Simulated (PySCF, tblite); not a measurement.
**Si₄NH₁₀ radical, a cluster model of a defect (Si site with back bonds [SiH3], [SiH3], N[SiH3]): EPR parameters**

Wanted: the EPR parameters for `[SiH3]N[Si]([SiH3])[SiH3]`. It is drawn as: dangling bond.

Programs: tblite 0.8.0 and PySCF 2.14.0. All values are calculated, for the isolated system unless a continuum is named. Atoms count from 0, parts from 1.

### Step 1. The system as given

15 atoms, charge 0, multiplicity 2; geometry: distance geometry start.

### Step 2. Relaxing the cluster with GFN2-xTB

The job: settings as JSON, then the geometry in Å.

```
{"job": {"kind": "relax", "xc": "GFN2-xTB", "basis": "xTB"}, "charge": 0, "multiplicity": 2}
Si     0.258691    -1.130539    -0.342282
Si    -0.041335    -0.927028     1.848100
Si     2.384616    -1.243178    -1.022990
N     -0.858511    -0.157520    -1.400102
Si    -0.606723     1.639457    -1.400220
H      0.692302     0.187577     2.334294
H      0.411246    -2.114110     2.491336
H     -1.428379    -0.747345     2.091977
H      3.152689    -2.044220    -0.114307
H      2.455810    -1.785976    -2.324111
H      2.943275     0.087277    -1.020883
H     -1.063923    -0.587303    -2.303186
H      0.670295     1.936955    -1.892507
H     -0.738151     2.130502    -0.063723
H     -1.589453     2.245226    -2.219578
```

Level: GFN2-xTB geometry optimisation, gas phase.

Started as:

```
> OMP_NUM_THREADS=1 python cluster_run.py task.json out
```

One launch serves the whole session: the jobs run in the order shown.

**Question.** The jobs that follow are: PBE0-D3(BJ)/def2-SVP geometry optimisation, gas phase; UKS B3LYP, IGLO-III on N Si, pcH-1 on H, non-relativistic, mean-field spin-orbit, GIAO; UKS BHandHLYP, IGLO-III on N Si, pcH-1 on H, non-relativistic, mean-field spin-orbit, GIAO. Predict: point group; rotational constants (main isotopes); g(iso) (B3LYP); ⟨S²⟩; largest a(iso).

**Answer**, as computed:

| quantity | value |
| --- | --- |
| point group | C1 |
| rotational constants (main isotopes) | 2.08, 1.13, 0.78 GHz |
| g(iso) (B3LYP) | 2.00338 |
| ⟨S²⟩ | 0.753 (exact 0.75) |
| largest a(iso) | 29Si on Si0, -399.9 MHz |

What this shows: Over 11 steps the energy fell by 0.326 eV; of the close pairs, Si0–Si2 changed most, 2.272 to 2.343 Å (PBE0/def2-SVP). Most of the unpaired spin sits on Si0 (0.80 e). The isotropic g lies 1.1 ppt above the free-electron value. The coupling of 29Si on Si0 runs from -434.7 (BHandHLYP/IGLO-III+pcH-1) to -399.9 MHz (B3LYP/IGLO-III+pcH-1). A capped cluster stands for the solid here, so long-range fields and strain are missing, and bands or shifts of the capping hydrogens have no counterpart in it.
